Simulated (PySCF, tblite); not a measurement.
# C5H7FO3Si: geometry, infrared bands and NMR shifts

What infrared bands and NMR shifts should C5H7FO3Si (`CO[Si@@H]1CC(C(=O)O)=C1F`) show?

Computed with tblite 0.8.0 and PySCF 2.14.0, with density-fitted response routines of our own, on a single molecule in the gas phase. Atoms count from 0, in the outputs and in this text.

## (1) Starting geometry

17 atoms, charge 0, multiplicity 1; geometry from: force field or distance geometry start.

Bonds of the start (Å): C0–O1 1.40, O1–Si2 1.67, Si2–C3 1.86, C3–C4 1.53, C4–C5 1.47, C5–O6 1.23, C5–O7 1.36, C4–C8 1.35, C8–F9 1.34, C8–Si2 1.86, C0–H10 1.10, C0–H11 1.09, C0–H12 1.11, Si2–H13 1.49, C3–H14 1.09, C3–H15 1.11, O7–H16 0.97.

## (2) Optimising the geometry with GFN2-xTB

What the job is given:

```
{"job": {"kind": "relax", "xc": "GFN2-xTB", "basis": "xTB"}, "charge": 0, "multiplicity": 1}
C     -2.959100     0.412500    -1.111100
O     -2.288900    -0.223400    -0.055900
Si    -0.789800    -0.902400    -0.348800
C      0.414700    -0.975800     1.069900
C      1.277500     0.064300     0.358300
C      2.548200     0.710500     0.702700
O      3.226100     1.549600     0.120200
O      2.959000     0.219900     1.897200
C      0.570900     0.298200    -0.773200
F      0.754600     1.111600    -1.827200
H     -3.171600    -0.281700    -1.935100
H     -2.412000     1.280900    -1.473900
H     -3.934900     0.773400    -0.719100
H     -0.859200    -2.093900    -1.235100
H      0.872300    -1.959100     1.212700
H     -0.009100    -0.666700     2.050300
H      3.794400     0.694100     2.058000
```

Launch:

```sh
$ OMP_NUM_THREADS=1 python probes_run.py task.json out
```

One launch serves the whole session: the jobs run in the order shown.

**Question.** This job is followed by: GFN2-xTB harmonic vibrations, gas phase; GIAO PBE0/pcSseg-1 NMR shielding, non-relativistic, gas phase. What will the session give for the following? strongest single infrared mode (GFN2-xTB); zero-point energy (GFN2-xTB); ¹³C shifts against TMS (PBE0/pcSseg-1); ¹H shifts against TMS (PBE0/pcSseg-1, means over atoms taken as alike); ¹⁷O shifts against H2O (PBE0/pcSseg-1); ²⁹Si shifts against TMS (PBE0/pcSseg-1); ¹⁹F shifts against CFCl3 (PBE0/pcSseg-1).

The runs gave:

| quantity | value |
| --- | --- |
| strongest single infrared mode (GFN2-xTB) | 1110 cm⁻¹, 464 km/mol |
| zero-point energy (GFN2-xTB) | 71.6 kcal/mol |
| ¹³C shifts against TMS (PBE0/pcSseg-1) | 189.1, 165.6, 130.8, 54.9, 16.6 ppm |
| ¹H shifts against TMS (PBE0/pcSseg-1, means over atoms taken as alike) | 6.07, 5.45, 4.03, 1.76, 1.61 ppm |
| ¹⁷O shifts against H2O (PBE0/pcSseg-1) | 445.0, 216.5, 23.2 ppm |
| ²⁹Si shifts against TMS (PBE0/pcSseg-1) | -15.1 ppm |
| ¹⁹F shifts against CFCl3 (PBE0/pcSseg-1) | -54.8 ppm |

Relaxing lowered the energy by 0.424 eV in 100 steps; the close pair that moved most is O1–Si2, from 1.672 to 1.607 Å. All 45 modes are real, so the xTB geometry is a minimum. The strongest single mode, at 1110 cm⁻¹, is spread over several atoms, O7, C5, H16 among them. Unscaled tight-binding wavenumbers are off by several per cent, some by more. Its intensities can rank the bands wrongly. At PBE0/pcSseg-1: Shielding is most anisotropic at O6 (span 611 ppm, paramagnetic term -509 ppm).
